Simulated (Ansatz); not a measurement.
# BGeH5N, SMILES B[N][GeH3]: vertical spin-state energies

Program: Ansatz's Python interface.

Script `run_spin.py`:
```python
import warnings

import ansatz as az

BASIS_SET = "def2-SVP"
METHOD = "ccsd_t"

GEOMETRY = """
B    -0.69160    0.91880   -0.97240
N     0.58350    0.21970   -0.94650
Ge    0.60500   -0.73320    0.64120
H    -1.68420    0.37430   -1.01080
H    -0.75160    2.13590   -1.06220
H     0.52820    0.25990    1.85120
H     2.00400   -1.50700    0.75220
H    -0.50110   -1.72560    0.69150
"""

warnings.simplefilter("ignore", az.DeckWarning)

molecule = az.Crystal.molecule()
for line in GEOMETRY.strip().splitlines():
    symbol, *xyz = line.split()
    molecule = molecule.atom(symbol, [float(v) for v in xyz])

calc = molecule.calculation()
calc = calc.basis(gaussian=BASIS_SET).correlation(METHOD)
found = {}
for unpaired in [1, 3]:
    summary = calc.spin("collinear", total=unpaired).run().report
    s = unpaired / 2
    found[unpaired] = summary["free_energy_ev"]
    print(f"2S+1 = {unpaired + 1}: E = {found[unpaired]:.5f} eV, <S^2> = {abs(summary['mean_field']['state']['spin_squared']):.3f} (pure state {s * (s + 1):.2f})")
lowest = min(found, key=found.get)
for unpaired, e in found.items():
    print(f"multiplicity {unpaired + 1}: {23.060548 * (e - found[lowest]):.1f} kcal/mol above the lowest")
```

```console
$ python run_spin.py
2S+1 = 2: E = -58709.87114 eV, <S^2> = 0.764 (pure state 0.75)
2S+1 = 4: E = -58704.56981 eV, <S^2> = 3.773 (pure state 3.75)
multiplicity 2: 0.0 kcal/mol above the lowest
multiplicity 4: 122.3 kcal/mol above the lowest
```

In order: multiplicity 2 (+0.00 eV) and multiplicity 4 (+5.30 eV), all at the one geometry.

Reading the output:
- These settings explore the input space; basis and method may be short of convergence.
- The geometry is a force-field or estimated start, not a minimum of this method, and the basis set is short of its limit. All parts are taken at fixed geometry, without zero-point energy.
- The species is open-shell (spin multiplicity 2).
- S² is that of the Hartree-Fock reference.
- Wall time of the script: 88 s on 1 thread of Arm Neoverse V1 (shared host), peak memory 0.6 GiB.
